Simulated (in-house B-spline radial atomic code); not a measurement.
**Xe³⁺: ionisation energy by several methods**

The task here is to estimate one member of a computed series from the others.

Method: non-relativistic, several functionals, spin-polarised; spherical all-electron atom at the radial basis limit. Code: in-house B-spline radial atomic code version 1.

### Starting point

| Quantity | Value |
| --- | --- |
| element | xenon (Z = 54) |
| charge | +3 |
| electrons | 51 |
| configuration | [Kr] 4d10 5s2 5p3 |
| nucleus | point |

Outer shells as boxes (Hund's rule):

[Kr] 4d10 5s2 5p3
```
[Kr] core
4d [↑↓][↑↓][↑↓][↑↓][↑↓]
5s [↑↓]
5p [↑ ][↑ ][↑ ]
```

Where spins are not typed, each open shell is filled with up spins first.

Set-up of the first run:

Settings, as recorded:

```ini
Z = 54
electrons = 51.0
configuration = [Kr] 4d10 5s2 5p3
hamiltonian = nr
method = tpss,tpss
spin_polarised = True
```

Steps of the session up to this table: TPSS; r2SCAN; revTPSS; SCAN; exchange-only LDA; OLYP.

One table of the session follows, with a row left open; its other results are not shown here.

| method | ΔSCF (eV) |
| --- | --- |
| exchange-only LDA | 42.116 |
| OLYP | 43.143 |
| TPSS | 43.229 |
| r2SCAN | ? |
| revTPSS | 43.281 |
| SCAN | 43.589 |

Q: Estimate the row for r2SCAN from the others.

As computed: ΔSCF (eV): 43.582. In the column «ΔSCF (eV)» it lies between revTPSS (43.281) and SCAN (43.589).

These runs leave out relativity, which matters at this nuclear charge. Open shells are averaged (over orientations, and over spins where the run is restricted), while tables refer to the lowest levels. For the semilocal functionals minus the highest level recovers only 88 % of their own ΔSCF value, a mark of self-interaction.

Members of this set that are not shown: 12 used exact exchange with fractional occupations of an open shell, which is unsound here.
